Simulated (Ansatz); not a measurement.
# NaBeF3: the cost of one run

Computed with Ansatz 0.2.0 (DFT PBE, scalar-relativistic, plane waves, PAW, unless a step's input says otherwise).

1 further run of the same task is left out (set aside as unsound or not needed).

**1. The structure to begin with**

Symmetry: Pmc2_1, No. 26, orthorhombic system. The conventional cell has a = 2.914 Å, b = 5.241 Å, c = 9.754 Å, α = 90.00°, β = 90.00°, γ = 90.00°. Na (site symmetry m) has 5 F at 2.20 to 2.34 Å as nearest neighbours. Around Be (site symmetry m) lie 4 F at 1.51 to 1.70 Å. Around F (site symmetry m) lie 2 Be at 1.70 Å and 1 Na at 2.34 Å. Around F (site symmetry m) lie 1 Be at 1.52 Å. F (site symmetry m) is surrounded by 1 Be at 1.51 Å.

As a file:

```
Na Be F
1.0
     2.91391    0.00000    0.00000
     0.00000    5.24121    0.00000
     0.00000    0.00000    9.75444
Na Be F
2 2 6
Direct
  0.00000 0.17624 0.90509
  0.00000 0.82376 0.40509
  0.50000 0.31889 0.21869
  0.50000 0.68110 0.71869
  0.00000 0.46958 0.25828
  0.00000 0.53042 0.75828
  0.50000 0.07695 0.30402
  0.50000 0.92305 0.80402
  0.50000 0.28632 0.06444
  0.50000 0.71368 0.56444
```

The cell was relaxed beforehand at this level, from a generated guess; it is a trial structure. At a tolerance of 0.02 Å it has space group Pmc2_1 (No. 26); it has 14.90 Å³/atom, an uncorrected energy of -3.02 eV/atom over the elements.

**2. Bands, states and charges**

File input.yaml:

```yaml
crystal:
  lattice:
    - [2.9139119, 0.0, 0.0]
    - [0.0, 5.2412149, 0.0]
    - [0.0, 0.0, 9.7544418]
  atoms:
    - { symbol: Na, position: [0.0, 0.176237, 0.905092] }
    - { symbol: Na, position: [0.0, 0.823763, 0.405092] }
    - { symbol: Be, position: [0.5, 0.318895, 0.218687] }
    - { symbol: Be, position: [0.5, 0.681105, 0.718687] }
    - { symbol: F, position: [0.0, 0.469582, 0.258281] }
    - { symbol: F, position: [0.0, 0.530418, 0.758281] }
    - { symbol: F, position: [0.5, 0.076948, 0.304025] }
    - { symbol: F, position: [0.5, 0.923052, 0.804025] }
    - { symbol: F, position: [0.5, 0.286321, 0.064439] }
    - { symbol: F, position: [0.5, 0.713679, 0.564439] }
basis:
  ecutwfc: 420
kpoints:
  mp_grid: { grid: [8, 4, 4] }
  band_path:
    path:
      - [[0.0, 0.0, 0.0], [0.5, 0.0, 0.0], [0.5, 0.5, 0.0], [0.0, 0.5, 0.0], [0.0, 0.0, 0.0], [0.0, 0.0, 0.5], [0.5, 0.0, 0.5], [0.5, 0.5, 0.5], [0.0, 0.5, 0.5], [0.0, 0.0, 0.5]]
      - [[0.5, 0.0, 0.0], [0.5, 0.0, 0.5]]
      - [[0.0, 0.5, 0.0], [0.0, 0.5, 0.5]]
      - [[0.5, 0.5, 0.0], [0.5, 0.5, 0.5]]
    npoints: 14
hamiltonian:
  xc: pbe
scf:
  occupations: { method: gaussian, width: 0.02 }
  n_extra_bands: 25
output:
  forces: true
  stress: true
  eigenvalues: true
  populations: true
  dos: { projected: true, de: 0.02, nscf_kmesh: { grid: [12, 6, 6] } }
  bader: true
  write_density: true
  write_potential: true
  elf: true
  volumetric_format: npy
```

Started as:

```console
ansatz run input.yaml --threads 4 --pin off --max-ram 8192MiB --backend cpu --events-out ev --progress --plain --runs-dir out
```

Q: Estimate wall time and peak memory on 4 threads of Intel Xeon Platinum 8488C (Sapphire Rapids), shared host.

About 47 s, with a peak of 1.1 GiB.
